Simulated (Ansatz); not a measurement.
# TiAl: a line through an energy map

Aim: follow the energy of TiAl (P4/mmm, No. 123; 2 atoms in the cell) along one coordinate, c/a of the conventional cell, with the other held at volume per atom = 17.67 Å³.

Program: Ansatz 0.2.0. Level of theory: DFT PBEsol, scalar-relativistic, plane waves, PAW. These are calculated values, not measurements.

41 further runs of the same task are left out: 41 set aside as unsound or not needed.

## (1) Starting point

It takes space group P4/mmm (No. 123, tetragonal). Conventional cell: a = 2.795 Å, b = 2.795 Å, c = 4.039 Å, α = 90.00°, β = 90.00°, γ = 90.00°. Ti (site symmetry 4/mmm) has 4 Ti at 2.80 Å and 8 Al at 2.83 Å as nearest neighbours. Al (site symmetry 4/mmm) has 4 Al at 2.80 Å and 8 Ti at 2.83 Å as nearest neighbours.

As a file:

```
CELL_PARAMETERS angstrom
2.79501 0.00000 0.00000
0.00000 2.79501 0.00000
0.00000 0.00000 4.03870
ATOMIC_POSITIONS crystal
Ti 0.00000 0.00000 0.00000
Al 0.50000 0.50000 0.50000
```

This cell was relaxed beforehand with the same method: volume 15.78 Å³/atom, gap on the mesh none (metal).

## (2) Plan of the line

The energy is mapped over volume and the cell's shape.

The axes are (1) volume per atom: 9 values from 13.88 to 17.67 Å³; (2) c/a of the conventional cell: 9 values from 1.281 to 1.630.

Nothing else is relaxed (symmetry fixes all fractional coordinates). Energies count from the relaxed crystal. Points are written as (first, second).

## (3) The run at (17.67 Å³, 1.281)

File input.yaml:

```yaml
crystal:
  lattice:
    - [3.0216583319, 0.0, 0.0]
    - [0.0, 3.0216583319, 0.0]
    - [0.0, 0.0, 3.8701399915]
  atoms:
    - { symbol: Ti, position: [0.0, 0.0, 0.0] }
    - { symbol: Al, position: [0.5, 0.5, 0.5] }
basis:
  ecutwfc: 520.0
kpoints:
  mp_grid: { grid: [18, 18, 12] }
hamiltonian:
  xc: pbesol
scf:
  occupations: { method: gaussian, width: 0.15 }
output:
  forces: true
  stress: true
  eigenvalues: true
  write_density: true
  write_potential: true
  elf: true
  volumetric_format: npy
```

Command:

```
$ ansatz run input.yaml --threads 1 --pin off --max-ram 2048MiB --backend cpu --events-out ev --progress --plain --runs-dir out
```

The session goes on with these runs: the other points of the line.

Q: Predict the outcome of this session. Wanted: for each run, c/a of the conventional cell; energy; slope; pressure.

As calculated:

```
c/a of the conventional cell  step  energy (meV/atom)  slope (meV/atom per unit)  pressure (GPa)
                       1.281     3                103                       −371          −10.97
                       1.320     4                 90                       −288          −10.97
                       1.360     5                 80                       −207          −10.94
                       1.402     6                 73                       −118          −10.92
                       1.445     –                 71                         −5          −10.90
                       1.489     7                 73                        115          −10.88
                       1.535     8                 81                        227          −10.83
                       1.582     9                 94                        335          −10.75
                       1.630     –                113                        442          −10.63
```

Energies count from the relaxed crystal. Rows without a step come from runs not printed here or follow by symmetry. Slopes come from the forces (and the stress, where the cell changes), not from differences of energies.

**Reading.** Along the line the energy is lowest at 1.445, 71 meV/atom from the zero. A fit to energies and slopes at the lowest point and its two neighbours puts the minimum at 1.4467, with a curvature of about 2700 meV/atom per (unit)². The highest point computed, at 1.630, lies 42 meV/atom above the lowest. This is one cut through a surface in two coordinates; the map's lowest point lies off it.
